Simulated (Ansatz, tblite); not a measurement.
**Br₄H₆P₂Ti: chosen isomers compared**

One table from this session's results is given with a row withheld; the runs are named, their logs left out.

The runs use Ansatz 0.2.0, Gaussian basis; relaxed with PBE-D4/def2-SVP, singlet.

5 further runs of the same task are left out: 4 that didn't finish, 1 set aside as unsound or not needed.

### Starting geometry

13 atoms, charge 0, spin multiplicity 1.

Atoms are counted from 1 here; the program's logs count them from 0.

Bond lengths: Br1–Ti7 2.386 Å, Br2–Ti7 2.382 Å, Br3–Ti7 2.459 Å, Br4–Ti7 2.462 Å, P5–Ti7 2.708 Å, P5–H8 1.391 Å, P5–H9 1.389 Å, P5–H10 1.394 Å, P6–Ti7 2.708 Å, P6–H11 1.395 Å, P6–H12 1.391 Å, P6–H13 1.390 Å. Angles: Ti7–P5–H8 123.2°, Ti7–P5–H9 110.1°, Ti7–P5–H10 131.7°, H8–P5–H9 93.9°, H8–P5–H10 94.5°, H9–P5–H10 94.5°, Ti7–P6–H11 130.5°, Ti7–P6–H12 124.5°, Ti7–P6–H13 109.8°, H11–P6–H12 94.5°, H11–P6–H13 94.6°, H12–P6–H13 94.0°, Br1–Ti7–Br2 100.7°, Br1–Ti7–Br3 98.4°, Br1–Ti7–Br4 97.8°, Br1–Ti7–P5 170.5°, Br1–Ti7–P6 87.0°, Br2–Ti7–Br3 98.1° and more.

As a file:

```
Br   -0.8332   -0.4838   -3.2107
Br   -3.2107    0.7131   -0.6812
Br    0.0634    2.3102   -1.0113
Br   -1.1353   -2.2288   -0.0157
P    -0.7229    0.3690    1.7930
P     1.7355   -0.4201   -0.8141
Ti   -0.9281    0.0633   -0.8903
H     0.1181   -0.4045    2.5856
H    -1.8805   -0.0824    2.4148
H    -0.6076    1.5071    2.5899
H     2.4377   -1.6255   -0.8020
H     2.6313    0.2377    0.0224
H     2.3323    0.0448   -1.9803
```

No spin-orbit coupling is included.

The isomers as started, chosen beforehand: A: cis-Ti(PH3)2Br4; B: trans-Ti(PH3)2Br4. The structure above is A.

Set-up of the first run:

Input file in.yaml:

```yaml
crystal:
  periodic: [false, false, false]
  atoms:
    - {symbol: Br, position_ang: [-0.833230, -0.483840, -3.210730]}
    - {symbol: Br, position_ang: [-3.210660, 0.713110, -0.681160]}
    - {symbol: Br, position_ang: [0.063420, 2.310150, -1.011330]}
    - {symbol: Br, position_ang: [-1.135310, -2.228780, -0.015700]}
    - {symbol: P, position_ang: [-0.722950, 0.368980, 1.792990]}
    - {symbol: P, position_ang: [1.735500, -0.420080, -0.814070]}
    - {symbol: Ti, position_ang: [-0.928130, 0.063270, -0.890290]}
    - {symbol: H, position_ang: [0.118130, -0.404470, 2.585610]}
    - {symbol: H, position_ang: [-1.880490, -0.082380, 2.414780]}
    - {symbol: H, position_ang: [-0.607610, 1.507140, 2.589880]}
    - {symbol: H, position_ang: [2.437650, -1.625530, -0.802030]}
    - {symbol: H, position_ang: [2.631340, 0.237650, 0.022360]}
    - {symbol: H, position_ang: [2.332330, 0.044790, -1.980320]}
basis:
  gaussian: {orbitals: def2-SVP}
hamiltonian: {xc: pbe, dispersion: d4}
scf: {lower_state_search: "off"}
output: {orbitals: {seedname: orbitals}}
relax: {f_tol: 0.02, max_steps: 100}
```

On the command line:

```sh
$ ansatz run in.yaml --threads 4 --pin off --events-out ev --progress --plain --max-ram 4787MiB
```

Among the steps run: Relaxing candidate A; Relaxing candidate B; Candidate B, first pass, PBE-D4/def2-SVP; Candidate B, PBE0-D4/def2-TZVP; Candidate B, PBE-D4/def2-TZVP; Candidate B, r2SCAN-D4/def2-TZVP; Candidate B, B97M-V/def2-TZVP; Candidate B, PBE-D4/def2-SVP; Candidate B, PBE0-D4/def2-SVP; Candidate B, HF/STO-3G; Candidate B, MP2/def2-SVP; Candidate B, RPA/def2-SVP.

One of the session's tables, all rows but one given; the rest of the session is left out.

It belongs to the step «B against A». 

| level | B above A (kcal/mol) |
| --- | --- |
| GFN1-xTB | +9.5 |
| GFN2-xTB | +3.6 |
| HF/STO-3G | +0.6 |
| HF/def2-SVP | +4.4 |
| PBE-D4/def2-SVP | +8.8 |
| PBE-D4/def2-TZVP | +8.2 |
| r2SCAN-D4/def2-TZVP | +7.7 |
| B97M-V/def2-TZVP | ? |
| PBE0-D4/def2-SVP | +8.6 |
| PBE0-D4/def2-TZVP | +8.1 |
| RPA/def2-SVP | +5.6 |
| MP2/def2-SVP | +9.2 |

Q: Estimate the row for B97M-V/def2-TZVP from the others.

The run gave: B above A (kcal/mol): +7.8. In the column «B above A (kcal/mol)» it lies between r2SCAN-D4/def2-TZVP (+7.7) and PBE0-D4/def2-TZVP (+8.1).

Limits of these values: Only singlets are compared; another spin may lie lower and prefer another shape.
